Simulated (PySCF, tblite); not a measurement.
# C₄₂H₂₄N₂: electronic excitations, NMR shifts, part 1 of 2

Wanted: electronic excitations, NMR shifts for C₄₂H₂₄N₂ (`N#Cc1cc(-c2cc(-c3cc(-c4cc(C#N)c5cccccc4-5)c4cccccc3-4)c3cccccc2-3)c2cccccc1-2`).

Programs: tblite 0.8.0 and PySCF 2.14.0, with routines of our own; each step states its level. All values are computed. Atoms count from 0.

### Step 1. The starting structure

68 atoms, charge 0, multiplicity 1; geometry from: force field, distance geometry or constructed start.

### Step 2. Geometry optimisation with GFN2-xTB

The job: settings as JSON, then the geometry in Å.

```
{"job": {"kind": "relax", "xc": "GFN2-xTB", "basis": "xTB"}, "charge": 0, "multiplicity": 1}
N     -7.416700     3.325800    -1.614800
C     -6.702400     2.620100    -1.053700
C     -5.815200     1.750600    -0.355300
C     -4.736600     1.166500    -0.880600
C     -4.082300     0.339600     0.147000
C     -2.881700    -0.430100    -0.080500
C     -1.674800     0.120600    -0.319400
C     -0.656200    -0.913600    -0.489600
C      0.747800    -0.652400    -0.733700
C      1.674600    -0.165100     0.282100
C      2.898800     0.015300    -0.247100
C      4.033000     0.494700     0.510800
C      4.682600    -0.247700     1.593400
C      5.701400     0.467600     2.089300
C      6.550400     0.070800     3.143900
N      7.252400    -0.263400     4.013700
C      5.749300     1.720400     1.348100
C      6.650800     2.688700     1.542200
C      6.793900     3.943000     0.834100
C      6.044500     4.453100    -0.148300
C      4.860700     3.912400    -0.777700
C      4.263300     2.730000    -0.573400
C      4.664400     1.699900     0.364600
C      2.784900    -0.385100    -1.653400
C      3.816800    -0.391800    -2.514100
C      3.813700    -0.792900    -3.901100
C      2.804300    -1.198300    -4.675000
C      1.408000    -1.357900    -4.341900
C      0.796500    -1.183200    -3.167000
C      1.401800    -0.774800    -1.913100
C     -1.238200    -2.136000    -0.360100
C     -0.547600    -3.401400    -0.418900
C     -1.083000    -4.626900    -0.336300
C     -2.462800    -5.005700    -0.171000
C     -3.544500    -4.227000    -0.023300
C     -3.642100    -2.786200     0.024700
C     -2.666600    -1.879600    -0.118800
C     -4.776500     0.439900     1.306100
C     -4.401600    -0.194300     2.556600
C     -5.073000    -0.144600     3.719400
C     -6.312600     0.508600     4.033400
C     -7.074100     1.283700     3.259800
C     -6.886100     1.690200     1.877300
C     -5.912600     1.326800     1.031400
H     -4.377200     1.258300    -1.885600
H     -1.453800     1.176500    -0.367700
H      1.388700     0.026900     1.302700
H      4.371800    -1.229300     1.909400
H      7.408600     2.563400     2.319500
H      7.650300     4.536600     1.160800
H      6.338100     5.416700    -0.543700
H      4.423000     4.569100    -1.524600
H      3.372000     2.527800    -1.165000
H      4.795200    -0.085000    -2.163400
H      4.805600    -0.745400    -4.367200
H      3.038100    -1.450900    -5.707900
H      0.794400    -1.675700    -5.185400
H     -0.274800    -1.356600    -3.144000
H      0.535000    -3.352900    -0.538600
H     -0.398800    -5.471500    -0.400100
H     -2.631100    -6.081700    -0.179500
H     -4.502000    -4.734900     0.085100
H     -4.659300    -2.436200     0.191600
H     -3.469500    -0.747800     2.554700
H     -4.622700    -0.678200     4.563200
H     -6.658400     0.341800     5.052600
H     -7.985800     1.693900     3.706200
H     -7.673200     2.357200     1.533000
```

On the command line:

```bash
$ OMP_NUM_THREADS=4 python large_run.py task.json out
```

One launch serves the whole session: the jobs run in the order shown.

Output:

```text
step      E/eV     max force
  0   -2931.13326    2.798
  1   -2931.90067    5.863
  2   -2931.73146    8.382
  3   -2932.20892    1.763
  4   -2932.27112    1.245
  5   -2932.31393    2.296
  6   -2932.38572    1.235
  7   -2932.41337    0.412
  8   -2932.43884    0.634
  9   -2932.45092    0.540
 10   -2932.45893    0.143
 11   -2932.46379    0.239
 12   -2932.46868    0.313
 13   -2932.47297    0.185
 14   -2932.47614    0.101
 15   -2932.47864    0.114
 16   -2932.48141    0.166
 17   -2932.48483    0.161
 18   -2932.48842    0.099
 19   -2932.49146    0.090
 20   -2932.49402    0.106
 21   -2932.49669    0.112
 22   -2932.49980    0.119
 23   -2932.50318    0.096
 24   -2932.50652    0.098
 25   -2932.50962    0.109
 26   -2932.51235    0.080
 27   -2932.51460    0.066
 28   -2932.51634    0.062
 29   -2932.51772    0.073
 30   -2932.51901    0.052
 31   -2932.52037    0.052
 32   -2932.52172    0.068
 33   -2932.52283    0.061
 34   -2932.52366    0.038
 35   -2932.52439    0.039
 36   -2932.52522    0.052
 37   -2932.52614    0.058
 38   -2932.52696    0.035
 39   -2932.52761    0.033
 40   -2932.52817    0.035
 41   -2932.52872    0.043
 42   -2932.52923    0.032
 43   -2932.52966    0.030
 44   -2932.53004    0.033
 45   -2932.53043    0.038
 46   -2932.53083    0.030
 47   -2932.53122    0.025
 48   -2932.53161    0.027
 49   -2932.53203    0.036
 50   -2932.53247    0.037
 51   -2932.53288    0.028
 52   -2932.53329    0.025
 53   -2932.53377    0.038
 54   -2932.53436    0.048
 55   -2932.53500    0.048
 56   -2932.53561    0.039
 57   -2932.53619    0.034
 58   -2932.53680    0.045
 59   -2932.53743    0.041
 60   -2932.53799    0.034
 61   -2932.53847    0.031
 62   -2932.53893    0.038
 63   -2932.53939    0.038
 64   -2932.53983    0.034
 65   -2932.54022    0.030
 66   -2932.54057    0.026
 67   -2932.54087    0.031
 68   -2932.54110    0.020
 69   -2932.54130    0.021
 70   -2932.54155    0.030
 71   -2932.54193    0.041
 72   -2932.54244    0.045
 73   -2932.54297    0.040
 74   -2932.54345    0.034
 75   -2932.54391    0.042
 76   -2932.54440    0.048
 77   -2932.54488    0.033
 78   -2932.54532    0.031
 79   -2932.54573    0.034
 80   -2932.54613    0.046
 81   -2932.54652    0.037
 82   -2932.54681    0.025
 83   -2932.54707    0.030
 84   -2932.54738    0.043
 85   -2932.54778    0.047
 86   -2932.54825    0.043
 87   -2932.54877    0.046
 88   -2932.54939    0.046
 89   -2932.55014    0.061
 90   -2932.55097    0.054
 91   -2932.55180    0.041
 92   -2932.55264    0.045
 93   -2932.55367    0.072
 94   -2932.55472    0.073
 95   -2932.55567    0.043
 96   -2932.55647    0.048
 97   -2932.55733    0.051
 98   -2932.55844    0.062
 99   -2932.55959    0.066
100   -2932.56041    0.038
101   -2932.56099    0.038
102   -2932.56170    0.042
103   -2932.56272    0.065
104   -2932.56416    0.072
105   -2932.56570    0.094
106   -2932.56725    0.063
107   -2932.56885    0.061
108   -2932.57101    0.075
109   -2932.57351    0.078
110   -2932.57575    0.075
111   -2932.57733    0.176
112   -2932.57917    0.063
113   -2932.58090    0.059
114   -2932.58248    0.117
115   -2932.58384    0.089
116   -2932.58533    0.050
117   -2932.58637    0.038
118   -2932.58724    0.040
119   -2932.58805    0.035
120   -2932.58881    0.043
121   -2932.58952    0.044
122   -2932.59033    0.044
123   -2932.59120    0.041
124   -2932.59218    0.049
125   -2932.59330    0.053
126   -2932.59434    0.084
127   -2932.59531    0.056
128   -2932.59606    0.043
129   -2932.59656    0.026
130   -2932.59692    0.025
131   -2932.59735    0.023
132   -2932.59761    0.026
133   -2932.59789    0.034
134   -2932.59827    0.047
135   -2932.59886    0.054
136   -2932.59963    0.056
137   -2932.60049    0.043
138   -2932.60143    0.043
139   -2932.60257    0.071
140   -2932.60404    0.077
141   -2932.60588    0.125
142   -2932.60788    0.063
143   -2932.60949    0.063
144   -2932.61079    0.064
145   -2932.61185    0.085
146   -2932.61315    0.092
147   -2932.61488    0.086
148   -2932.61720    0.077
149   -2932.61948    0.078
150   -2932.62199    0.140
151   -2932.62394    0.123
152   -2932.62612    0.066
153   -2932.62782    0.065
154   -2932.63012    0.092
155   -2932.63225    0.080
156   -2932.63356    0.054
157   -2932.63454    0.052
158   -2932.63543    0.076
159   -2932.63624    0.069
160   -2932.63710    0.049
161   -2932.63787    0.043
162   -2932.63880    0.056
163   -2932.63972    0.057
164   -2932.64040    0.073
165   -2932.64103    0.044
166   -2932.64175    0.054
167   -2932.64238    0.040
168   -2932.64301    0.067
169   -2932.64373    0.079
170   -2932.64458    0.070
171   -2932.64540    0.083
172   -2932.64612    0.044
173   -2932.64678    0.037
174   -2932.64741    0.035
175   -2932.64787    0.067
176   -2932.64832    0.034
177   -2932.64879    0.046
178   -2932.64929    0.031
179   -2932.64973    0.036
180   -2932.65008    0.028
181   -2932.65032    0.029
182   -2932.65049    0.029
183   -2932.65065    0.034
184   -2932.65082    0.031
185   -2932.65103    0.018
```

Run time: 8.6 s. Hardware: 4 threads of Arm Neoverse V2, shared host; peak memory 0.19 GiB.

Relaxation path: (the energy doesn't fall at every step)

```
step  energy from step 0 (eV)  largest force (eV/Å)
   0                   0.0000                2.7986
   1                  -0.7674                5.8627
   2                  -0.5982                8.3824
   3                  -1.0757                1.7635
   4                  -1.1379                1.2445
   5                  -1.1807                2.2963
   6                  -1.2525                1.2349
   7                  -1.2801                0.4116
   8                  -1.3056                0.6337
  23                  -1.3699                0.0959
  39                  -1.3944                0.0330
  55                  -1.4017                0.0478
  70                  -1.4083                0.0298
  86                  -1.4150                0.0435
 102                  -1.4284                0.0423
 118                  -1.4540                0.0400
 133                  -1.4646                0.0340
 149                  -1.4862                0.0782
 165                  -1.5078                0.0441
 181                  -1.5171                0.0291
 182                  -1.5172                0.0292
 183                  -1.5174                0.0337
 184                  -1.5176                0.0308
 185                  -1.5178                0.0190
```

Distances of close pairs at the start and the end, largest changes first:

```
   bond  before (Å)  after (Å)  change (Å)
  C3–C4       1.472      1.396      -0.077
C28–C29       1.451      1.379      -0.072
  C6–C7       1.462      1.393      -0.069
C37–C38       1.451      1.382      -0.069
C11–C12       1.465      1.396      -0.069
C21–C22       1.450      1.382      -0.067
  C8–C9       1.459      1.392      -0.066
  C2–C3       1.334      1.400      +0.066
```

The end geometry stands in the next job.

### Step 3. Vibrational analysis with GFN2-xTB

The job: settings as JSON, then the geometry in Å.

```
{"job": {"kind": "ir", "xc": "GFN2-xTB", "basis": "xTB"}, "charge": 0, "multiplicity": 1}
N     -6.857654     4.215985    -0.371028
C     -6.317885     3.256809    -0.038682
C     -5.663511     2.091818     0.369132
C     -4.437035     1.628174    -0.122378
C     -4.100656     0.426242     0.502440
C     -2.888413    -0.307789     0.211933
C     -1.640348     0.304665     0.032149
C     -0.674761    -0.649488    -0.278162
C      0.731481    -0.378453    -0.525492
C      1.612856     0.216253     0.373623
C      2.888595     0.327819    -0.196283
C      4.031209     0.867133     0.507751
C      4.317197     0.571573     1.841537
C      5.481368     1.241923     2.236103
C      6.077404     1.170471     3.497411
N      6.566315     1.116544     4.536462
C      5.958371     2.001127     1.144903
C      7.091519     2.787539     1.162943
C      7.609483     3.574205     0.141145
C      7.085256     3.802512    -1.122295
C      5.922405     3.313434    -1.704511
C      4.999412     2.412502    -1.190894
C      5.007577     1.775676     0.036085
C      2.836726    -0.215811    -1.494867
C      3.907817    -0.411121    -2.344725
C      3.907778    -0.908872    -3.641022
C      2.831318    -1.312371    -4.420189
C      1.486794    -1.403780    -4.094772
C      0.871300    -1.137625    -2.877318
C      1.433421    -0.646658    -1.717990
C     -1.292217    -1.916815    -0.283964
C     -0.638289    -3.119427    -0.448834
C     -1.169611    -4.403762    -0.442951
C     -2.498151    -4.787745    -0.346925
C     -3.638831    -4.008880    -0.202440
C     -3.741011    -2.634227    -0.035320
C     -2.731423    -1.692441     0.004056
C     -5.109939     0.120909     1.445663
C     -5.080616    -0.914088     2.361588
C     -6.033520    -1.257701     3.311166
C     -7.256378    -0.656420     3.581667
C     -7.829958     0.476906     3.025070
C     -7.314630     1.313702     2.042635
C     -6.131461     1.184593     1.345094
H     -3.853524     2.115996    -0.882599
H     -1.454318     1.360619     0.127173
H      1.351203     0.549056     1.362763
H      3.744075    -0.088799     2.467525
H      7.645212     2.783138     2.095804
H      8.530688     4.094555     0.370893
H      7.660367     4.478610    -1.744815
H      5.710331     3.678990    -2.701531
H      4.158863     2.176360    -1.834056
H      4.877996    -0.131895    -1.948308
H      4.878234    -0.965004    -4.118817
H      3.082673    -1.610673    -5.431730
H      0.834329    -1.751789    -4.885645
H     -0.195721    -1.328191    -2.829434
H      0.434829    -3.046483    -0.590469
H     -0.453878    -5.208366    -0.554257
H     -2.674876    -5.855790    -0.404594
H     -4.576693    -4.550237    -0.193991
H     -4.747374    -2.248271     0.086510
H     -4.193737    -1.537360     2.333365
H     -5.793373    -2.120719     3.919456
H     -7.842408    -1.136335     4.357377
H     -8.795509     0.761139     3.423486
H     -7.915519     2.178704     1.782370
```

Output:

```text
mode    cm-1     km/mol
  1       5.6      1.78
  2      17.3      2.52
  3      17.8      0.01
  4      27.3      0.53
  5      32.4      0.10
  6      42.7      0.48
  7      45.9      0.94
  8      54.6      0.45
  9      57.9      0.11
 10      82.3      1.83
 11      83.4      0.84
 12      95.3      1.16
 13     100.9      7.10
 14     105.7      1.44
 15     106.4      0.39
 16     119.7      0.37
 17     138.5      2.12
 18     148.9      2.35
 19     149.6      3.05
 20     166.5      0.90
 21     167.9      2.40
 22     172.0      0.79
 23     188.2      0.51
 24     228.7      0.26
 25     245.7      2.03
 26     248.7      2.91
 27     280.9      1.50
 28     281.6      9.37
 29     284.3      6.13
 30     289.8      0.33
 31     290.1      1.87
 32     320.5      2.54
 33     325.8      0.88
 34     333.2      1.97
 35     351.3      1.10
 36     354.4      0.21
 37     383.4      1.98
 38     384.7      2.66
 39     399.2      0.30
 40     405.6      1.30
 41     416.2      1.95
 42     418.5      0.03
 43     432.4      1.69
 44     443.3      1.48
 45     448.3      3.71
 46     451.1      4.32
 47     477.4      1.93
 48     498.6      0.99
 49     511.5     11.27
 50     534.8      4.36
 51     535.5      6.36
 52     536.2      8.74
 53     540.8      0.79
 54     541.3      0.04
 55     542.7      4.91
 56     544.6      0.24
 57     572.1      5.15
 58     594.4      0.56
 59     599.6      2.16
 60     612.6      1.83
 61     617.0     16.72
 62     634.5      2.49
 63     648.0      3.04
 64     650.9      1.89
 65     678.5      0.58
 66     687.5      3.29
 67     692.3      1.92
 68     695.6      0.41
 69     713.3      2.64
 70     715.7      2.38
 71     716.5      6.32
 72     722.1      0.06
 73     737.5     38.33
 74     739.2     32.67
 75     742.4      8.33
 76     743.1      1.33
 77     751.1     12.94
 78     768.8      5.81
 79     813.0      1.40
 80     840.4      0.69
 81     841.0      0.14
 82     842.8     20.70
 83     843.2     14.62
 84     846.3      3.04
 85     846.4      1.64
 86     849.8      2.24
 87     850.1      1.09
 88     852.3      2.87
 89     852.5      3.98
 90     852.7      0.92
 91     855.8      0.78
 92     918.4      1.04
 93     919.0      3.58
 94     921.9      2.62
 95     922.2      0.14
 96     925.3      1.68
 97     925.7      0.62
 98     930.0      0.06
 99     931.9      3.52
100     935.0      0.12
101     935.7      4.47
102     936.0      0.62
103     944.9      0.25
104     946.8      0.93
105     966.8      1.42
106     994.8      8.17
107     998.5      1.13
108    1001.1      2.27
109    1001.6      0.84
110    1011.6      3.87
111    1039.0     10.95
112    1047.3     37.13
113    1048.0     52.36
114    1056.9      0.02
115    1063.7     36.17
116    1063.8      6.92
117    1113.5     27.05
118    1126.8     30.28
119    1144.1     17.07
120    1154.4      2.00
121    1171.3      7.88
122    1173.8      0.23
123    1177.4      3.95
124    1177.7     10.32
125    1245.7      8.29
126    1247.2      3.48
127    1249.4      2.94
128    1250.2      0.96
129    1285.2      1.45
130    1286.6      1.18
131    1292.5      1.40
132    1292.9      6.90
133    1293.4      1.04
134    1296.8      0.15
135    1298.0      0.69
136    1299.9      0.86
137    1321.5      7.07
138    1345.1      7.14
139    1365.4     48.17
140    1367.0      7.93
141    1369.9     17.85
142    1371.0      5.59
143    1373.7      4.12
144    1383.2     15.85
145    1389.4     78.08
146    1402.0     36.60
147    1404.3      0.29
148    1405.1     10.22
149    1411.8      7.53
150    1416.4      7.64
151    1428.3     26.12
152    1448.1      6.07
153    1448.5     40.27
154    1467.2      3.16
155    1477.8     74.58
156    1487.0     36.55
157    1502.4      6.85
158    1516.4      4.06
159    1519.3      8.06
160    1527.2      0.96
161    1528.2      1.95
162    1537.2      7.63
163    1539.1     10.62
164    1550.1     16.91
165    1577.5    293.22
166    1577.8     87.79
167    1582.3    102.90
168    1585.0    179.43
169    1588.7     70.07
170    1589.2      6.11
171    1592.3     12.63
172    1595.5     28.10
173    2353.3    567.81
174    2354.4    443.88
175    3035.1     24.06
176    3036.9      2.12
177    3037.5     10.25
178    3037.9      7.94
179    3040.9      9.83
180    3041.0      4.87
181    3041.3     10.60
182    3041.5      4.81
183    3042.0      6.60
184    3042.4      8.00
185    3045.0     30.40
186    3045.2     12.63
187    3058.0     71.48
188    3059.1     46.31
189    3061.3     30.28
190    3061.9     31.38
191    3065.0     51.79
192    3065.8     69.26
193    3068.0     24.89
194    3068.8     29.37
195    3123.3      6.37
196    3128.6     12.03
197    3138.4      6.00
198    3138.8     24.13
```

Run time: 18 s. Hardware: 4 threads of Arm Neoverse V2, shared host; peak memory 0.19 GiB.

The strongest bands and the atoms that carry them (share of the mass-weighted mode):

```
cm⁻¹  km/mol                                   atoms
1389    78.1                                        
1478    74.6                                        
1578   293.2  C38 16 %, C21 14 %, C37 12 %, C22 11 %
1578    87.8  C21 16 %, C38 14 %, C22 12 %, C37 11 %
1582   102.9            C35 14 %, C24 12 %, C36 11 %
1585   179.4  C24 14 %, C35 13 %, C23 12 %, C36 11 %
2353   567.8                        C1 60 %, N0 38 %
2354   443.9                      C14 60 %, N15 38 %
```

(Continued in part 2 of 2.)
